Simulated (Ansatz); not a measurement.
# C2H3NTe: rigid torsion scan

Wanted for C2H3NTe: a rigid torsion scan. SMILES: NC1=C[Te]1.

Computed with the Python package of Ansatz 0.2.0. Level of theory: CAM-B3LYP/def2-SVP.

**1. Starting point**

Bond lengths: N1–C2 1.372 Å, C2–C3 1.409 Å, C2–Te4 1.993 Å, C3–Te4 1.932 Å, N1–H5 1.109 Å, N1–H6 1.044 Å, C3–H7 1.138 Å. Angles: N1–C2–C3 145.2°, N1–C2–Te4 148.2°, C3–C2–Te4 66.6°, C2–N1–H5 118.6°, C2–N1–H6 126.2°, H5–N1–H6 115.2°, C2–C3–Te4 71.3°, C2–C3–H7 145.0°, Te4–C3–H7 143.5°, C2–Te4–C3 42.0°.

The script holds or builds the structure itself.

**2. Script**

torsion.py reads:

```python
"""Energy of C2H3NTe as one group turns about a bond."""

import ansatz as az
from ase import Atoms

BASIS = "def2-SVP"
FUNCTIONAL = "CAM-B3LYP"
FMAX = 0.02

atoms = Atoms(["N", "C", "C", "Te", "H", "H", "H"], positions=[
    (-0.5333, 1.108, 0.2397),
    (-0.1151, -0.1272, -0.1851),
    (0.8128, -1.1671, 0.0194),
    (-0.3116, -1.6277, -1.4821),
    (-1.391, 1.5849, -0.2773),
    (-0.116, 1.6669, 1.0163),
    (1.7154, -1.5058, 0.6233),
])

# start the scan from a relaxed geometry
first = (
    az.Crystal.molecule_from_ase(atoms).calculation()
    .basis(gaussian=BASIS)
    .functional(FUNCTIONAL)
    .relax(force_tolerance=FMAX, max_steps=80)
)
atoms.positions = first.run(threads=1).report["positions_ang"]

start = atoms.get_dihedral(2, 1, 0, 4)
energies = {}
for turn in range(0, 360, 30):
    turned = atoms.copy()
    turned.set_dihedral(2, 1, 0, 4, start + turn, indices=[0, 4, 5])
    setup = az.Crystal.molecule_from_ase(turned).calculation().basis(gaussian=BASIS).functional(FUNCTIONAL)
    energies[round((start + turn) % 360)] = setup.run(threads=1).report["free_energy_ev"]
floor = min(energies.values())
print("dihedral C2-C1-N0-H4 (deg)   E - E(min) (eV)")
for angle, e in sorted(energies.items()):
    print(f"{angle:8d} {(e - floor):14.3f}  " + "#" * int(30 * (e - floor) / max(max(energies.values()) - floor, 1e-9)))
```

**3. Launch**

Launch:

```
$ python torsion.py
```

**Question.** Where along the turn do the lowest and the highest point lie, and how far apart are they?

**Answer**, as computed:

```
              quantity     value
         runs compared        12
       range of energy  0.352 eV
lowest point, turn (°)         0
```

The lowest point is at 180° and the highest at 270°, 0.352 eV (34.0 kJ/mol) above it, with the rest of the molecule held. Run 0: After 6 moves the largest shift is 0.181 Å, of atom 4 (Te). The scan is rigid and the energies are electronic, in a modest basis. With rigid groups the curve can differ much from the relaxed path, the start wasn't checked as a minimum of this torsion, and equivalent turns needn't return to the same energy. def2 sets replace the cores of elements past krypton by effective core potentials.
